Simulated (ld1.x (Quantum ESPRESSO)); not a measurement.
**A PAW potential for Mo, from input to tests**

Task: generate the file, and judge it by its errors in other configurations, its logarithmic derivatives, its ghosts and its cutoff.

Program: ld1.x (Quantum ESPRESSO) 7.5. Reference atom: PBE, scalar-relativistic, spherical and spin-unpolarised. All values are calculated.

### 1 Starting point

Typed settings, in words:

| Item | Value |
| --- | --- |
| element | molybdenum (Mo, Z = 42) |
| type | PAW |
| frozen core | [Ar] 3d10 4s2 |
| valence charge | 12 |
| reference configuration | 4p6 4d5 5s0.5 5p0 (charge +0.5) |
| partial waves | 5s (bound): rcut 2.70, rcutus 3.30 bohr; 5s channel at 0.2 Ry: rcut 2.70, rcutus 3.30 bohr; 4p (bound): rcut 1.65, rcutus 2.20 bohr; 5p (bound, empty): rcut 1.65, rcutus 2.20 bohr; 4d (bound): rcut 1.75, rcutus 1.95 bohr; 4d channel at -0.1 Ry: rcut 1.75, rcutus 1.95 bohr |
| local potential | all-electron potential smoothed inside 2.00 bohr (lloc = -1) |
| core correction | Bessel-smoothed model core inside 1.40 bohr |
| augmentation charge | PSQ, inside the norm-conserving radii |

The nodes and maxima of the atom's own shells, from an earlier all-electron run, set the scale for the radii.

All-electron outer shells of the reference configuration (PBE, scalar-relativistic, ld1.x):

| shell | level (eV) | outermost node (bohr) | outermost maximum (bohr) |
| --- | --- | --- | --- |
| 3d | -224.15 | – | 0.32 |
| 4s | -67.56 | 0.51 | 0.99 |
| 4p | -41.72 | 0.52 | 1.08 |
| 4d | -6.94 | 0.53 | 1.38 |
| 5s | -6.86 | 1.34 | 2.86 |
| 5p | -3.36 | 1.54 | 3.76 |

### 2 The generation run

Contents of Mo.in:

```
 &input
   title='Mo', zed=42., rel=1, dft='PBE', iswitch=3,
   config='[Kr] 4d5 5s0.5 5p0',
   nld=3, rlderiv=3.60, eminld=-5.0, emaxld=5.0, deld=0.02
 /
 &inputp
   pseudotype=3, lpaw=.true., tm=.true., lloc=-1, rcloc=2.00,
   nlcc=.true., new_core_ps=.true., rcore=1.40,
   which_augfun='PSQ', rmatch_augfun_nc=.true.,
   file_pseudopw='Mo.UPF', file_wfcaegen='ae.wfc', file_wfcncgen='nc.wfc', file_beta='beta', file_chi='chi', file_wfcusgen='us.wfc'
 /
6
5S  1  0   0.50   0.00  2.70  3.30  0.0
5S  1  0   0.00   0.20  2.70  3.30  0.0
4P  2  1   6.00   0.00  1.65  2.20  0.0
5P  3  1   0.00   0.00  1.65  2.20  0.0
4D  3  2   5.00   0.00  1.75  1.95  0.0
4D  3  2   0.00  -0.10  1.75  1.95  0.0
 &test
   configts(1)='4p6 4d5 5s0.5 5p0'
 /
```

The run is started by

```
ld1.x < Mo.in > Mo.out
```

The output, Mo.out (without the banner and most projector matrices):

```text
     Program LD1 v.7.5
     --------------------------- All-electron run ----------------------------

     Mo
     scalar relativistic calculation

     atomic number is 42.00
     dft =PBE   lsd =0 sic =0 latt =0  beta=0.20 tr2=1.0E-14
     Exchange-correlation= PBE
                           (   1   4   3   4   0   0   0)
     mesh =1229 r(mesh) = 100.71859 a.u. xmin = -7.00 dx = 0.01250
     1 Ry =  13.60569312 eV, c = 137.03599908

     n l     nl                  e(Ry)          e(Ha)          e(eV)
     1 0     1S 1( 2.00)     -1457.1770      -728.5885    -19825.9027
     2 0     2S 1( 2.00)      -206.0017      -103.0008     -2802.7958
     2 1     2P 1( 6.00)      -184.1829       -92.0915     -2505.9363
     3 0     3S 1( 2.00)       -35.2581       -17.6290      -479.7105
     3 1     3P 1( 6.00)       -28.1075       -14.0537      -382.4216
     4 0     4S 1( 2.00)        -4.9658        -2.4829       -67.5633
     4 1     4P 1( 6.00)        -3.0665        -1.5333       -41.7221
     3 2     3D 1(10.00)       -16.4749        -8.2375      -224.1526
     4 2     4D 1( 5.00)        -0.5100        -0.2550        -6.9391
     5 0     5S 1( 0.50)        -0.5041        -0.2521        -6.8587
     5 1     5P 1( 0.00)        -0.2468        -0.1234        -3.3572

     final scf error:  3.8E-15 reached in  27 iterations

     Etot =   -8097.043394 Ry,   -4048.521697 Ha, -110165.887629 eV

     Ekin =    8348.761690 Ry,    4174.380845 Ha,  113590.689512 eV
     Encl =  -19504.410255 Ry,   -9752.205128 Ha, -265371.020475 eV
     Eh   =    3305.397911 Ry,    1652.698956 Ha,   44972.229627 eV
     Exc  =    -246.792741 Ry,    -123.396370 Ha,   -3357.786292 eV

     normalization and overlap integrals

     s(1S/1S) =  1.000000  <r> =   0.0352  <r2> =    0.0017  r(max) =   0.0229
     s(2S/2S) =  1.000000  <r> =   0.1537  <r2> =    0.0279  r(max) =   0.1303
     s(2P/2P) =  1.000000  <r> =   0.1340  <r2> =    0.0219  r(max) =   0.1041
     s(3S/3S) =  1.000000  <r> =   0.4289  <r2> =    0.2107  r(max) =   0.3819
     s(3P/3P) =  1.000000  <r> =   0.4306  <r2> =    0.2158  r(max) =   0.3771
     s(4S/4S) =  1.000000  <r> =   1.1081  <r2> =    1.3928  r(max) =   0.9874
     s(4P/4P) =  1.000000  <r> =   1.2385  <r2> =    1.7615  r(max) =   1.0777
     s(3D/3D) =  1.000000  <r> =   0.4153  <r2> =    0.2074  r(max) =   0.3246
     s(4D/4D) =  1.000000  <r> =   1.9433  <r2> =    4.7047  r(max) =   1.3838
     s(5S/5S) =  1.000000  <r> =   3.4156  <r2> =   13.3278  r(max) =   2.8572
     s(5P/5P) =  1.000000  <r> =   4.6158  <r2> =   24.5645  r(max) =   3.7615

     ------------------------ End of All-electron run ------------------------

     --------------------- Generating PAW atomic setup --------------------

      Generating local potential from pseudized AE potential:
      Matching radius rcloc =   2.0000

      Local pseudo, rcloc= 1.988 Estimated cut-off energy=     6.23 Ry

      Computing core charge for nlcc:

       r > 1.40 : true rho core
      Core charge pseudized with two Bessel functions
      Integrated core pseudo-charge :   3.55
      Wfc-us  5S rcutus= 3.278  Estimated cut-off energy=     4.33 Ry
      Wfc-us  5S rcutus= 3.278  Estimated cut-off energy=     5.99 Ry
      Wfc-us  4P rcutus= 2.198  Estimated cut-off energy=    17.95 Ry
      Wfc-us  5P rcutus= 2.198  Estimated cut-off energy=    33.73 Ry
      Wfc-us  4D rcutus= 1.939  Estimated cut-off energy=    30.38 Ry
      Wfc-us  4D rcutus= 1.939  Estimated cut-off energy=    31.90 Ry

     Required augmentation: PSQ   radius:    3.300000

     Q pseudized with Bessel functions
     Expected ecutrho=     134.9793 due to l1=  2   l2=  2

     Estimated PAW energy = -323.733730 Ryd

     The PAW screened D coefficients
     1.30587     1.18792     0.00000     0.00000     0.00000     0.00000
     1.18792     1.09008     0.00000     0.00000     0.00000     0.00000
     0.00000     0.00000    -1.58235     0.38531     0.00000     0.00000
     0.00000     0.00000     0.38531    -0.03034     0.00000     0.00000
     0.00000     0.00000     0.00000     0.00000    -0.51313    -0.34489
     0.00000     0.00000     0.00000     0.00000    -0.34489    -0.23015

     The PAW descreened D coefficients (US)
     0.39548     0.27363     0.00000     0.00000     0.00000     0.00000
     0.27363     0.17630     0.00000     0.00000     0.00000     0.00000
     0.00000     0.00000     1.12920    -0.55342     0.00000     0.00000
     0.00000     0.00000    -0.55342    -2.16093     0.00000     0.00000
     0.00000     0.00000     0.00000     0.00000     0.36067     0.27858
     0.00000     0.00000     0.00000     0.00000     0.27858     0.21575

     ------------------- End of pseudopotential generation -------------------

     [... the all-electron block is printed once more ...]


     Computing logarithmic derivative in   3.60060
     Computing logarithmic derivative in   3.60060
     Computing the partial wave expansion
     R is outside the sphere for l=    0 j= 0.00
     R is outside the sphere for l=    0 j= 0.00
     R is outside the sphere for l=    1 j= 0.00
     R is outside the sphere for l=    1 j= 0.00
     R is outside the sphere for l=    2 j= 0.00
     R is outside the sphere for l=    2 j= 0.00

     ---------------------- Testing the pseudopotential ----------------------

     Mo
     scalar relativistic calculation

     atomic number is 42.00   valence charge is 12.00
     dft = SLA  PW   PBX  PBC   lsd =0 sic =0 latt =0  beta=0.20 tr2=1.0E-14
     mesh =1229 r(mesh) = 100.71859 xmin = -7.00 dx = 0.01250

     n l     nl             e AE (Ry)        e PS (Ry)    De AE-PS (Ry)
     2 1     4P   1( 6.00)       -3.06652       -3.06652        0.00000
     3 2     4D   1( 5.00)       -0.51001       -0.51001        0.00000
     1 0     5S   1( 0.50)       -0.50411       -0.50411        0.00000
     3 1     5P   1( 0.00)       -0.24675       -0.24675       -0.00000

     eps = 2.3E-16  iter =  4

     Etot =   -8097.043394 Ry,   -4048.521697 Ha, -110165.887629 eV
     Etotps =  -323.733733 Ry,    -161.866866 Ha,   -4404.621819 eV

     Ekin =     147.656342 Ry,      73.828171 Ha,    2008.966874 eV
     Encl =    -300.168525 Ry,    -150.084263 Ha,   -4084.000840 eV
     Ehrt =      75.571193 Ry,      37.785597 Ha,    1028.198462 eV
     Ecxc =    -246.792742 Ry,    -123.396371 Ha,   -3357.786315 eV
     (Ecc =      -4.244989 Ry,      -2.122495 Ha,     -57.756020 eV)

     ---------------------- End of pseudopotential test ----------------------
```

Run time: 1.6 s. Hardware: 1 thread of Neoverse-V2, shared host. This counts the later configuration tests of the new file too.

Partial waves on a coarse radial grid (AE all-electron, PS pseudo):

| r (bohr) | 4d AE | 4d PS | 4p AE | 4p PS |
| --- | --- | --- | --- | --- |
| 0.165 | -0.2615 | 0.0052 | -0.0303 | 0.0354 |
| 0.330 | -0.3128 | 0.0391 | -0.5284 | 0.1348 |
| 0.495 | -0.0601 | 0.1189 | -0.1040 | 0.2794 |
| 0.660 | 0.2381 | 0.2435 | 0.4671 | 0.4422 |
| 0.825 | 0.4749 | 0.3940 | 0.8448 | 0.5942 |
| 0.990 | 0.6306 | 0.5411 | 1.0037 | 0.7100 |
| 1.155 | 0.7149 | 0.6565 | 1.0064 | 0.7728 |
| 1.320 | 0.7469 | 0.7233 | 0.9217 | 0.7774 |
| 1.485 | 0.7441 | 0.7407 | 0.7995 | 0.7300 |
| 1.650 | 0.7200 | 0.7215 | 0.6697 | 0.6456 |
| 1.815 | 0.6838 | 0.6842 | 0.5480 | 0.5433 |
| 1.980 | 0.6415 | 0.6415 | 0.4412 | 0.4410 |
| 2.145 | 0.5968 | 0.5968 | 0.3510 | 0.3510 |
| 2.310 | 0.5519 | 0.5519 | 0.2768 | 0.2768 |
| 2.475 | 0.5083 | 0.5083 | 0.2169 | 0.2169 |
| 2.640 | 0.4666 | 0.4666 | 0.1691 | 0.1691 |
| 2.805 | 0.4273 | 0.4273 | 0.1313 | 0.1313 |
| 2.970 | 0.3906 | 0.3906 | 0.1015 | 0.1015 |
| 3.135 | 0.3564 | 0.3564 | 0.0783 | 0.0783 |
| 3.300 | 0.3247 | 0.3247 | 0.0603 | 0.0603 |
| 3.465 | 0.2954 | 0.2954 | 0.0463 | 0.0463 |
| 3.630 | 0.2685 | 0.2685 | 0.0355 | 0.0355 |
| 3.795 | 0.2438 | 0.2438 | 0.0272 | 0.0272 |
| 3.960 | 0.2212 | 0.2212 | 0.0207 | 0.0207 |
| 4.125 | 0.2006 | 0.2006 | 0.0158 | 0.0158 |
| 4.290 | 0.1818 | 0.1818 | 0.0121 | 0.0121 |

### 3 Transferability test

Contents of Mo.test.in:

```
 &input
   title='Mo', zed=42., rel=1, dft='PBE', iswitch=2,
   config='[Kr] 4d5 5s0.5 5p0'
 /
 &test
   file_pseudo='Mo.UPF', nconf=8,
   configts(1)='4p6 4d5 5s0.5 5p0',
   configts(2)='4p6 4d5 5s1 5p0',
   configts(3)='4p6 4d5 5s0 5p0',
   configts(4)='4p6 4d4 5s0 5p0',
   configts(5)='4p6 4d4 5s1 5p0',
   configts(6)='4p6 4d5.5 5s0.5 5p0',
   configts(7)='4p6 4d4 5s1 5p1',
   configts(8)='4p6 4d5 5s0 5p1'
 /
```

The run is started by

```
ld1.x < Mo.test.in > Mo.test.out
```

Mo.test.out, the pseudopotential blocks:

```text
     ---------------------- Testing the pseudopotential ----------------------

     Mo
     scalar relativistic calculation

     atomic number is 42.00   valence charge is 12.00
     dft =SLA  PW   PBX  PBC   lsd =0 sic =0 latt =0  beta=0.20 tr2=1.0E-14
     mesh =1229 r(mesh) = 100.71859 xmin = -7.00 dx = 0.01250

     n l     nl             e AE (Ry)        e PS (Ry)    De AE-PS (Ry)
     2 1     4P   1( 6.00)       -3.06652       -3.06652        0.00000
     3 2     4D   1( 5.00)       -0.51001       -0.51001        0.00000
     1 0     5S   1( 0.50)       -0.50411       -0.50411        0.00000
     3 1     5P   1( 0.00)       -0.24675       -0.24675       -0.00000

     eps = 2.3E-16  iter =  4

     Etot =   -8097.043394 Ry,   -4048.521697 Ha, -110165.887629 eV
     Etotps =  -323.733733 Ry,    -161.866866 Ha,   -4404.621819 eV

     Ekin =     147.656342 Ry,      73.828171 Ha,    2008.966874 eV
     Encl =    -300.168525 Ry,    -150.084263 Ha,   -4084.000840 eV
     Ehrt =      75.571193 Ry,      37.785597 Ha,    1028.198462 eV
     Ecxc =    -246.792742 Ry,    -123.396371 Ha,   -3357.786315 eV
     (Ecc =      -4.244989 Ry,      -2.122495 Ha,     -57.756020 eV)

     ---------------------- End of pseudopotential test ----------------------

     ---------------------- Testing the pseudopotential ----------------------

     Mo
     [...]
     n l     nl             e AE (Ry)        e PS (Ry)    De AE-PS (Ry)
     2 1     4P   1( 6.00)       -2.82861       -2.82867        0.00006
     3 2     4D   1( 5.00)       -0.27582       -0.27580       -0.00003
     1 0     5S   1( 1.00)       -0.30034       -0.30028       -0.00005
     3 1     5P   1( 0.00)       -0.07669       -0.07657       -0.00012

     eps = 4.0E-15  iter = 18

     Etot =   -8097.243804 Ry,   -4048.621902 Ha, -110168.614337 eV
     Etotps =  -323.934170 Ry,    -161.967085 Ha,   -4407.348913 eV
     dEtot_ae =      -0.200409 Ry
     dEtot_ps =      -0.200438 Ry,   Delta E=       0.000028 Ry

     [...]
     ---------------------- End of pseudopotential test ----------------------

     ---------------------- Testing the pseudopotential ----------------------

     Mo
     [...]
     n l     nl             e AE (Ry)        e PS (Ry)    De AE-PS (Ry)
     2 1     4P   1( 6.00)       -3.32867       -3.32816       -0.00051
     3 2     4D   1( 5.00)       -0.76541       -0.76526       -0.00014
     1 0     5S   1( 0.00)       -0.72238       -0.72240        0.00002
     3 1     5P   1( 0.00)       -0.43422       -0.43417       -0.00005

     eps = 3.1E-15  iter = 10

     Etot =   -8096.737397 Ry,   -4048.368698 Ha, -110161.724320 eV
     Etotps =  -323.427666 Ry,    -161.713833 Ha,   -4400.457568 eV
     dEtot_ae =       0.305998 Ry
     dEtot_ps =       0.306067 Ry,   Delta E=      -0.000069 Ry

     [...]
     ---------------------- End of pseudopotential test ----------------------

     ---------------------- Testing the pseudopotential ----------------------

     Mo
     [...]
     n l     nl             e AE (Ry)        e PS (Ry)    De AE-PS (Ry)
     2 1     4P   1( 6.00)       -4.17108       -4.16273       -0.00835  !
     3 2     4D   1( 4.00)       -1.53074       -1.52566       -0.00508  !
     1 0     5S   1( 0.00)       -1.30116       -1.29837       -0.00279
     3 1     5P   1( 0.00)       -0.93263       -0.92892       -0.00371

     eps = 6.7E-15  iter = 16

     Etot =   -8095.600994 Ry,   -4047.800497 Ha, -110146.262764 eV
     Etotps =  -322.293641 Ry,    -161.146820 Ha,   -4385.028373 eV
     dEtot_ae =       1.442401 Ry
     dEtot_ps =       1.440092 Ry,   Delta E=       0.002309 Ry

     [...]
     ---------------------- End of pseudopotential test ----------------------

     ---------------------- Testing the pseudopotential ----------------------

     Mo
     [...]
     n l     nl             e AE (Ry)        e PS (Ry)    De AE-PS (Ry)
     2 1     4P   1( 6.00)       -3.55610       -3.55272       -0.00337
     3 2     4D   1( 4.00)       -0.93829       -0.93645       -0.00184
     1 0     5S   1( 1.00)       -0.80656       -0.80571       -0.00086
     3 1     5P   1( 0.00)       -0.49297       -0.49026       -0.00271

     eps = 8.9E-15  iter = 19

     Etot =   -8096.651146 Ry,   -4048.325573 Ha, -110160.550817 eV
     Etotps =  -323.342339 Ry,    -161.671169 Ha,   -4399.296637 eV
     dEtot_ae =       0.392248 Ry
     dEtot_ps =       0.391394 Ry,   Delta E=       0.000855 Ry

     [...]
     ---------------------- End of pseudopotential test ----------------------

     ---------------------- Testing the pseudopotential ----------------------

     Mo
     [...]
     n l     nl             e AE (Ry)        e PS (Ry)    De AE-PS (Ry)
     2 1     4P   1( 6.00)       -2.74791       -2.74928        0.00137
     3 2     4D   1( 5.50)       -0.21805       -0.21831        0.00026
     1 0     5S   1( 0.50)       -0.27516       -0.27500       -0.00016
     3 1     5P   1( 0.00)       -0.06482       -0.06541        0.00059

     eps = 8.6E-15  iter = 11

     Etot =   -8097.223237 Ry,   -4048.611618 Ha, -110168.334509 eV
     Etotps =  -323.913653 Ry,    -161.956826 Ha,   -4407.069760 eV
     dEtot_ae =      -0.179842 Ry
     dEtot_ps =      -0.179920 Ry,   Delta E=       0.000078 Ry

     [...]
     ---------------------- End of pseudopotential test ----------------------
```

2 tests gave no usable energy difference (4p6 4d4 5s1 5p1; 4p6 4d5 5s0 5p1); the test run stopped with "negative rho".

The tests as a table, with energies relative to 4p6 4d5 5s0.5 5p0.

| valence configuration | charge | ΔE all-electron (eV) | error AE − PS (meV) |
| --- | --- | --- | --- |
| 4p6 4d5 5s1 5p0 | 0 | -2.727 | +0.4 |
| 4p6 4d5 5s0 5p0 | +1 | 4.163 | -0.9 |
| 4p6 4d4 5s0 5p0 | +2 | 19.625 | +31 |
| 4p6 4d4 5s1 5p0 | +1 | 5.337 | +12 |
| 4p6 4d5.5 5s0.5 5p0 | 0 | -2.447 | +1.1 |

### 4 Does it scatter like the atom?

Taken from the files of the generation run. The phase is arctan(r·u′/u) with u = r·R, unwrapped, with energies in Ry. A pole is an energy at which the radial function vanishes at the test radius. The pseudo phase is shifted by a multiple of π to meet the all-electron one at the reference energy. Levels narrower than the energy grid can be missing from the poles. Left out: p, where the overlap operator is not positive , so their phases aren't trusted. The last column is the largest difference on the grid between −1 and +1 Ry.

| channel | radius (bohr) | reference (Ry) | poles AE | poles PS | window around the reference with phases within 0.05 rad (Ry) | largest difference near zero (rad) |
| --- | --- | --- | --- | --- | --- | --- |
| s | 3.60 | -0.50 | -4.97, 0.28, 4.68 | -3.11, 0.28, 4.22 | -3.1 to 2.0 | 0.000 |
| d | 3.60 | -0.51 | -0.39, 2.47 | -0.39, 2.48 | below 4.3 | 0.000 |

Phases (rad) along the scan:

| E (Ry) | d AE | d PS | s AE | s PS |
| --- | --- | --- | --- | --- |
| -5.00 | 1.444 | 1.444 | 1.431 | 1.436 |
| -4.48 | 1.437 | 1.437 | -1.714 | 1.427 |
| -3.96 | 1.428 | 1.428 | -1.725 | 1.415 |
| -3.44 | 1.417 | 1.417 | -1.740 | 1.400 |
| -2.92 | 1.403 | 1.403 | -1.760 | -1.757 |
| -2.40 | 1.383 | 1.383 | -1.789 | -1.788 |
| -1.88 | 1.355 | 1.355 | -1.838 | -1.837 |
| -1.36 | 1.304 | 1.304 | -1.943 | -1.943 |
| -0.84 | 1.139 | 1.139 | -2.396 | -2.396 |
| -0.32 | -1.660 | -1.660 | -4.337 | -4.337 |
| 0.20 | -1.951 | -1.951 | -4.689 | -4.689 |
| 0.72 | -2.671 | -2.671 | -4.813 | -4.814 |
| 1.24 | -4.251 | -4.251 | -4.932 | -4.933 |
| 1.76 | -4.571 | -4.570 | -5.192 | -5.200 |
| 2.28 | -4.684 | -4.683 | -6.585 | -6.684 |
| 2.80 | -4.756 | -4.754 | -7.524 | -7.558 |
| 3.32 | -4.827 | -4.824 | -7.706 | -7.731 |
| 3.84 | -4.942 | -4.932 | -7.784 | -7.811 |
| 4.36 | -5.346 | -5.270 | -7.831 | -7.869 |
| 4.88 | -7.224 | -7.075 | -7.867 | -7.934 |

### 5 Cutoff and ghost test in a Bessel basis

This step uses the generator's waves and projectors in a separate script. Basis: spherical Bessel functions vanishing at 20 bohr, q² up to the cutoff; potential fixed at the reference.

No cutoffs are read. The overlap operator is not positive in p (lowest eigenvalue -1.410), so the test is not defined there. Ghost test: ghost state, bound below the all-electron valence or empty levels of the same l: s at -42.2 eV (p not tested).

### 6 What came out

| quantity | value |
| --- | --- |
| cutoffs | not determined |
| bound ghosts | s at -42.22 eV |
| largest test error (AE − PS) | +31 meV, for 4p6 4d4 5s0 5p0 (2 tests unsolved) |
| largest phase difference near zero energy, channels read | 0.000 rad |
| lowest eigenvalue of the overlap (Bessel basis) | -1.410 (p) |
| density cutoff estimated by the generator | 135 Ry |

What this shows: It has a bound ghost (s), a state that the atom doesn't have, and that rules the file out. The overlap operator is not positive definite in p, so a plane-wave run would break down once the basis is large enough. By total energies transferability is fair where solved: the largest error is 31 meV on 19.6 eV, for 4p6 4d4 5s0 5p0. The test run broke off, so later configurations gave nothing; the verdict rests on few tests. No cutoffs are read. Near zero energy the phases of the channels with partial waves that could be evaluated agree within 0.001 rad. All of this concerns the isolated atom, not yet a solid.
